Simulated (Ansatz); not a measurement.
# CaP2H2O7: a single-point run

Wanted: field gradients for CaP2H2O7.

Method: DFT, PBE, plane-wave PAW, default files, scalar-relativistic (as first typed), in Ansatz 0.2.0.

### Step 1. The system as given

It takes space group C2/c (No. 15, monoclinic). The conventional cell has a = 7.328 Å, b = 8.128 Å, c = 9.763 Å, α = 90.00°, β = 101.24°, γ = 90.00°. Ca (site symmetry -1) has 6 O at 2.24 to 2.44 Å as nearest neighbours. H (site symmetry 1) has 1 O at 1.03 Å as nearest neighbours. Around P (site symmetry 1) lie 4 O at 1.49 to 1.62 Å. O (site symmetry 1) is surrounded by 1 P at 1.52 Å and 1 H at 1.54 Å. O (site symmetry 1) has 1 H at 1.03 Å as nearest neighbours. O (site symmetry 1) is surrounded by 1 P at 1.49 Å. O (site symmetry 2) is surrounded by 2 P at 1.62 Å.

As a file:

```cif
data_structure
_symmetry_space_group_name_H-M 'P 1'
_symmetry_Int_Tables_number 1
_cell_length_a 5.4718
_cell_length_b 5.4718
_cell_length_c 9.7632
_cell_angle_alpha 97.499
_cell_angle_beta 97.499
_cell_angle_gamma 95.930
_cell_volume 285.17
loop_
_atom_site_label
_atom_site_type_symbol
_atom_site_fract_x
_atom_site_fract_y
_atom_site_fract_z
_atom_site_occupancy
Ca1 Ca 0.00000 0.00000 0.00000 1
Ca2 Ca 0.00000 0.00000 0.50000 1
H1 H 0.08249 0.49331 0.34839 1
H2 H 0.50669 0.91751 0.15161 1
H3 H 0.91751 0.50669 0.65161 1
H4 H 0.49331 0.08249 0.84839 1
P1 P 0.77854 0.55087 0.18891 1
P2 P 0.44913 0.22146 0.31109 1
P3 P 0.22146 0.44913 0.81109 1
P4 P 0.55087 0.77854 0.68891 1
O1 O 0.73225 0.78165 0.12357 1
O2 O 0.21835 0.26775 0.37643 1
O3 O 0.26775 0.21835 0.87643 1
O4 O 0.78165 0.73225 0.62357 1
O5 O 0.98195 0.63544 0.32487 1
O6 O 0.36456 0.01805 0.17513 1
O7 O 0.01805 0.36456 0.67513 1
O8 O 0.63544 0.98195 0.82487 1
O9 O 0.84839 0.33336 0.09993 1
O10 O 0.66664 0.15161 0.40007 1
O11 O 0.15161 0.66664 0.90007 1
O12 O 0.33336 0.84839 0.59993 1
O13 O 0.52294 0.47706 0.25000 1
O14 O 0.47706 0.52294 0.75000 1
```

### Step 2. The calculation

The input, input.yaml:

```yaml
crystal:
  lattice:
    - [3.6638, -4.0641, 0.0]
    - [3.6638, 4.0641, 0.0]
    - [-1.9029008395, 0.0, 9.5759617081]
  atoms:
    - { symbol: Ca, position: [0.0, 0.0, 0.0] }
    - { symbol: Ca, position: [0.0, 0.0, 0.5] }
    - { symbol: H, position: [0.0824947439, 0.493313467, 0.3483918928] }
    - { symbol: H, position: [0.506686533, 0.9175052561, 0.1516081072] }
    - { symbol: H, position: [0.9175052561, 0.506686533, 0.6516081072] }
    - { symbol: H, position: [0.493313467, 0.0824947439, 0.8483918928] }
    - { symbol: P, position: [0.7785350388, 0.5508679625, 0.1889123941] }
    - { symbol: P, position: [0.4491320375, 0.2214649612, 0.3110876059] }
    - { symbol: P, position: [0.2214649612, 0.4491320375, 0.8110876059] }
    - { symbol: P, position: [0.5508679625, 0.7785350388, 0.6889123941] }
    - { symbol: O, position: [0.7322509047, 0.7816494659, 0.1235700153] }
    - { symbol: O, position: [0.2183505341, 0.2677490953, 0.3764299847] }
    - { symbol: O, position: [0.2677490953, 0.2183505341, 0.8764299847] }
    - { symbol: O, position: [0.7816494659, 0.7322509047, 0.6235700153] }
    - { symbol: O, position: [0.9819488894, 0.6354425411, 0.3248698411] }
    - { symbol: O, position: [0.3645574589, 0.0180511106, 0.1751301589] }
    - { symbol: O, position: [0.0180511106, 0.3645574589, 0.6751301589] }
    - { symbol: O, position: [0.6354425411, 0.9819488894, 0.8248698411] }
    - { symbol: O, position: [0.8483872752, 0.3333550747, 0.099926857] }
    - { symbol: O, position: [0.6666449253, 0.1516127248, 0.400073143] }
    - { symbol: O, position: [0.1516127248, 0.6666449253, 0.900073143] }
    - { symbol: O, position: [0.3333550747, 0.8483872752, 0.599926857] }
    - { symbol: O, position: [0.5229370556, 0.4770629444, 0.25] }
    - { symbol: O, position: [0.4770629444, 0.5229370556, 0.75] }
kpoints:
  mp_grid: { grid: [5, 5, 3] }
scf:
  occupations: { method: fermi_dirac, width: 0.02 }
  max_iter: 80
hamiltonian:
  xc: pbe
  pseudopotentials: { kind: paw }
output:
  forces: true
  stress: true
  populations: true
  efg:
    quadrupole_moments_barn: { Ca: -0.0408, H: 0.00285783, O: -0.02558 }
    contact_densities: true
basis:
  ecutwfc: 30
```

Launch:

```
$ ansatz run input.yaml --threads 1 --pin off --max-ram 3072MiB --backend cpu --events-out ev --progress --plain --runs-dir out
```

What happens when this is run?

The program finished normally, with warnings (cutoff below recommended). It gives a pressure of -496 GPa and a largest force of 109.5 eV/Å, which is large.

Look at the input: basis.ecutwfc is 30. The cutoff lies far under what these potentials need. The potentials' recommended cutoff is 420 eV.

To check: delete basis.ecutwfc (the default then holds).
